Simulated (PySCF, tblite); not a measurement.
# C₄H₉PSi: geometry, infrared bands and NMR shifts

Wanted: the infrared bands and NMR shifts of C₄H₉PSi (`C[Si](C)(C)C#P`), by calculation.

Programs: tblite 0.8.0 and PySCF 2.14.0, with density-fitted response routines of our own. Each step states its level of theory. These are calculated values for one molecule in the gas phase, unless marked as measured. Atoms count from 0, in the outputs and in this text.

**1. The molecule as given**

15 atoms, charge 0, multiplicity 1; geometry from: force field or distance geometry start.

Bonds of the start (Å): C0–Si1 1.88, Si1–C2 1.85, Si1–C3 1.87, Si1–C4 1.82, C4–P5 1.54, C0–H6 1.11, C0–H7 1.11, C0–H8 1.11, C2–H9 1.12, C2–H10 1.11, C2–H11 1.12, C3–H12 1.12, C3–H13 1.10, C3–H14 1.10.

**2. Relaxing the molecule with GFN2-xTB**

Job settings and geometry (Å):

```
{"job": {"kind": "relax", "xc": "GFN2-xTB", "basis": "xTB"}, "charge": 0, "multiplicity": 1}
C      0.576800    -1.541600     0.748300
Si    -0.116900     0.103800     0.157900
C     -1.268800    -0.185900    -1.259100
C      1.292600     1.205800    -0.389600
C     -1.009000     0.897100     1.536400
P     -1.773800     1.577300     2.682700
H     -0.266800    -2.188000     1.071900
H      1.266800    -1.366000     1.603700
H      1.120700    -2.030600    -0.081600
H     -1.686500     0.790400    -1.602700
H     -0.733500    -0.672700    -2.096100
H     -2.117000    -0.838200    -0.933700
H      1.980500     1.367100     0.479500
H      0.892700     2.171100    -0.728700
H      1.837700     0.718400    -1.211000
```

The run is started by

```sh
$ OMP_NUM_THREADS=1 python probes_run.py task.json out
```

The driver reads the jobs from task.json and runs them one after another.

Output:

```text
step      E/eV     max force
  0    -470.80758    1.904
  1    -470.91340    2.246
  2    -470.96333    0.637
  3    -470.98230    0.292
  4    -471.01375    0.455
  5    -471.02855    0.512
  6    -471.04044    0.293
  7    -471.04518    0.142
  8    -471.04779    0.147
  9    -471.04872    0.093
 10    -471.04918    0.062
 11    -471.04959    0.084
 12    -471.05006    0.081
 13    -471.05043    0.051
 14    -471.05060    0.028
 15    -471.05069    0.025
 16    -471.05083    0.058
 17    -471.05109    0.092
 18    -471.05149    0.105
 19    -471.05192    0.073
 20    -471.05222    0.038
 21    -471.05239    0.031
 22    -471.05252    0.046
 23    -471.05261    0.035
 24    -471.05265    0.012
 25    -471.05265    0.005
```

Wall time 0.16 s (1 thread of Arm Neoverse V1, shared host).

Step by step:

```csv
step,energy from step 0 (eV),largest force (eV/Å)
0,0.0000,1.9035
1,-0.1058,2.2456
2,-0.1558,0.6374
3,-0.1747,0.2921
4,-0.2062,0.4551
5,-0.2210,0.5119
6,-0.2329,0.2932
7,-0.2376,0.1423
8,-0.2402,0.1470
9,-0.2411,0.0926
10,-0.2416,0.0624
11,-0.2420,0.0845
12,-0.2425,0.0811
13,-0.2429,0.0507
14,-0.2430,0.0285
15,-0.2431,0.0245
16,-0.2433,0.0578
17,-0.2435,0.0919
18,-0.2439,0.1049
19,-0.2443,0.0728
20,-0.2446,0.0381
21,-0.2448,0.0314
22,-0.2449,0.0464
23,-0.2450,0.0351
24,-0.2451,0.0117
25,-0.2451,0.0047
```

Close pairs (by a distance rule), those that changed most:

```csv
bond,before (Å),after (Å),change (Å)
Si1–C2,1.849,1.905,+0.056
Si1–C3,1.871,1.906,+0.034
C3–H12,1.120,1.086,-0.034
Si1–C4,1.824,1.857,+0.033
C2–H11,1.118,1.086,-0.033
C2–H9,1.116,1.086,-0.030
C0–H7,1.113,1.086,-0.027
C0–H6,1.111,1.086,-0.025
```

The end geometry stands in the next job.

**3. Harmonic vibrations with GFN2-xTB**

Job settings and geometry (Å):

```
{"job": {"kind": "ir", "xc": "GFN2-xTB", "basis": "xTB"}, "charge": 0, "multiplicity": 1}
C      0.582759    -1.575686     0.776158
Si    -0.100243     0.089542     0.150465
C     -1.317094    -0.185004    -1.289889
C      1.323428     1.237578    -0.384545
C     -1.018893     0.907184     1.541281
P     -1.790385     1.592188     2.713034
H     -0.217840    -2.230087     1.107143
H      1.258321    -1.433515     1.614108
H      1.130943    -2.094818    -0.004755
H     -1.732373     0.755781    -1.638040
H     -0.828318    -0.662142    -2.134407
H     -2.145957    -0.818023    -0.988199
H      2.009384     1.422137     0.436601
H      0.947109     2.198963    -0.720600
H      1.894744     0.803893    -1.200267
```

Output:

```text
mode    cm-1     km/mol
  1      79.0      0.11
  2      79.0      0.12
  3      94.2      0.00
  4     110.3      0.03
  5     111.7      0.03
  6     171.2      1.13
  7     171.3      1.16
  8     181.1      9.40
  9     268.4     20.39
 10     268.7     20.39
 11     499.1     15.82
 12     666.2     22.41
 13     741.1     16.54
 14     741.2     16.51
 15     787.7      0.00
 16     791.9      4.91
 17     792.0      4.87
 18     858.9    191.95
 19     859.2    191.36
 20     866.1    330.42
 21    1375.0     11.12
 22    1375.0     11.15
 23    1377.8      0.88
 24    1484.8      0.00
 25    1490.4      0.16
 26    1490.5      0.17
 27    1491.6      0.03
 28    1491.7      0.04
 29    1498.1      0.21
 30    1590.2     66.57
 31    3033.8      4.09
 32    3034.1      4.18
 33    3039.4     97.71
 34    3041.0      0.24
 35    3042.9     19.04
 36    3043.1     18.93
 37    3044.0     31.27
 38    3048.6     56.36
 39    3048.8     55.09
```

Run time: 0.5 s. Hardware: 1 thread of Arm Neoverse V1, shared host.

Which atoms move in the most intense modes:

```csv
cm⁻¹,km/mol,atoms
859,191.9,"Si1 20 %, H11 18 %, H6 15 %, H9 13 %"
859,191.4,"Si1 20 %, H12 18 %, H13 15 %, H7 12 %"
866,330.4,"Si1 16 %, H14 15 %, H10 15 %, H8 14 %"
1590,66.6,"C4 79 %, P5 20 %"
3039,97.7,"H10 34 %, H8 31 %, H14 28 %"
3044,31.3,"H7 24 %, H9 20 %, H13 15 %, H6 14 %"
3049,56.4,"H11 34 %, H12 25 %, H6 15 %"
3049,55.1,"H9 29 %, H7 24 %, H13 21 %, H6 17 %"
```

**4. NMR shieldings: PBE0/pcSseg-1**

Settings changed since step 3:

```diff
@@ -1,2 +1,2 @@
-{"job": {"kind": "ir", "xc": "GFN2-xTB", "basis": "xTB"}, "charge": 0, "multiplicity": 1}
+{"job": {"kind": "nmr", "xc": "PBE0", "basis": "pcSseg-1"}, "charge": 0, "multiplicity": 1}
 C      0.582759    -1.575686     0.776158
```

Method: GIAO PBE0/pcSseg-1 NMR shielding, non-relativistic, gas phase.

Output:

```text
coarse grid: 13176 points
cycle   1  E = -788.0617495859  dE =  2.589e-01  |g| = 5.945e-01  |ddm| = 3.469e+00
cycle   2  E = -787.8584663247  dE =  2.033e-01  |g| = 9.788e-01  |ddm| = 1.224e+00
cycle   3  E = -788.1091496724  dE = -2.507e-01  |g| = 3.925e-01  |ddm| = 1.079e+00
cycle   4  E = -788.1544935974  dE = -4.534e-02  |g| = 2.749e-02  |ddm| = 2.978e-01
cycle   5  E = -788.1547371061  dE = -2.435e-04  |g| = 1.173e-02  |ddm| = 5.312e-02
cycle   6  E = -788.1547798288  dE = -4.272e-05  |g| = 2.536e-03  |ddm| = 1.577e-02
cycle   7  E = -788.1547818595  dE = -2.031e-06  |g| = 3.353e-04  |ddm| = 3.346e-03
final grid: 117032 points
cycle   8  E = -788.1904605489  dE = -1.850e-05  |g| = 9.249e-03  |ddm| = 2.225e-02
cycle   9  E = -788.1903822911  dE =  7.826e-05  |g| = 1.857e-02  |ddm| = 2.086e-02
cycle  10  E = -788.1904758940  dE = -9.360e-05  |g| = 5.236e-03  |ddm| = 1.753e-02
cycle  11  E = -788.1904837646  dE = -7.871e-06  |g| = 1.655e-04  |ddm| = 4.103e-03
cycle  12  E = -788.1904837708  dE = -6.207e-09  |g| = 6.851e-05  |ddm| = 2.987e-04
cycle  13  E = -788.1904837722  dE = -1.382e-09  |g| = 1.935e-05  |ddm| = 9.909e-05
cycle  14  E = -788.1904837722  dE = -8.072e-11  |g| = 2.353e-06  |ddm| = 2.240e-05
converged SCF energy = -788.1904837722

GIAO shielding tensors (ppm)
atom      isotropic    diamagn.    paramagn.     s11        s22        s33       span
  0 C      185.539     254.129     -68.590    179.988    183.728    192.902     12.914
  1 Si     370.424     880.223    -509.799    348.794    381.076    381.401     32.607
  2 C      185.548     254.122     -68.574    180.032    183.721    192.891     12.859
  3 C      185.539     254.125     -68.586    180.011    183.723    192.882     12.870
  4 C      -31.268     269.029    -300.298   -199.768   -199.712    305.674    505.443
  5 P      151.765     971.140    -819.375   -190.246   -189.980    835.522   1025.768
  6 H       31.390      30.681       0.709     27.368     28.884     37.918     10.550
  7 H       31.390      30.682       0.708     27.369     28.885     37.915     10.546
  8 H       31.716      31.333       0.383     27.475     28.919     38.754     11.279
  9 H       31.392      30.676       0.716     27.372     28.889     37.916     10.545
 10 H       31.717      31.328       0.389     27.473     28.915     38.762     11.289
 11 H       31.392      30.681       0.711     27.374     28.890     37.911     10.537
 12 H       31.389      30.678       0.711     27.370     28.885     37.911     10.540
 13 H       31.392      30.676       0.716     27.369     28.889     37.916     10.547
 14 H       31.716      31.328       0.388     27.474     28.916     38.758     11.284
```

It took 19 s on 1 thread of Arm Neoverse V1, shared host; peak memory 0.84 GiB.

The references, computed at this level on geometries of the same kind, shield at (ppm): 1H TMS 31.72, 13C TMS 186.9, 29Si TMS 349.2, 31P H3PO4 318.4. Their shielding less the atom's gives the shift. The references are single molecules in the gas phase, so shifts against H2O, NH3, PH3, H3PO4 or CFCl3 are not on the usual liquid scales and can be off by tens of ppm. Atoms listed in one row are averaged.

```csv
atoms,environment,σ (ppm),δ (ppm),δ scaled to CDCl3
C4,"carbon bonded to P, Si",-31.3,218.2,211.0
"C0, C2, C3",methyl carbon bonded to Si,185.5,1.4,-0.6
"H6, H7, H8, H9, H10 and 4 more",hydrogen on a methyl carbon bonded to Si,31.50,0.22,0.31
Si1,silicon bonded to 4 C,370.4,-21.3,–
P5,phosphorus bonded to C,151.8,166.6,–
```

The scaled column applies a straight-line fit of computed shieldings to shifts measured in CDCl3 (root-mean-square error 0.16 ppm for H, 1.9 ppm for C).

Charges from the same density, by scheme (e):

```csv
atoms,Mulliken,IAO,Hirshfeld,ESP fit
"C0, C2, C3",-0.61,-0.72,-0.21,-0.76
Si1,1.00,1.07,0.41,1.11
C4,-0.59,-0.59,-0.20,-0.50
P5,0.18,0.26,0.05,0.12
```

Mayer bond orders: C0–Si1 0.97, Si1–C2 0.97, Si1–C3 0.97, Si1–C4 0.78, C4–P5 2.77.

**5. Summary of results**

```
                                                               quantity                 value
                              strongest single infrared mode (GFN2-xTB)  866 cm⁻¹, 330 km/mol
                                           zero-point energy (GFN2-xTB)         73.2 kcal/mol
13C shifts against TMS (PBE0/pcSseg-1, means over atoms taken as alike)        218.2, 1.4 ppm
 1H shifts against TMS (PBE0/pcSseg-1, means over atoms taken as alike)              0.22 ppm
                                29Si shifts against TMS (PBE0/pcSseg-1)             -21.3 ppm
                               31P shifts against H3PO4 (PBE0/pcSseg-1)             166.6 ppm
```

What this shows: Over 25 steps the energy fell by 0.245 eV; of the close pairs, Si1–C2 changed most, 1.849 to 1.905 Å. No mode is imaginary among the 39: a minimum at this level. The strongest single mode, at 866 cm⁻¹, has its largest shares on Si1, H14, H10 and H8 (the list is cut at 4 atoms). GFN2-xTB is a fitted tight-binding method: band positions and strengths are rough. Its intensities can rank the bands wrongly. At PBE0/pcSseg-1: The largest span, 1026 ppm, is at P5, where the paramagnetic term is -819 ppm.
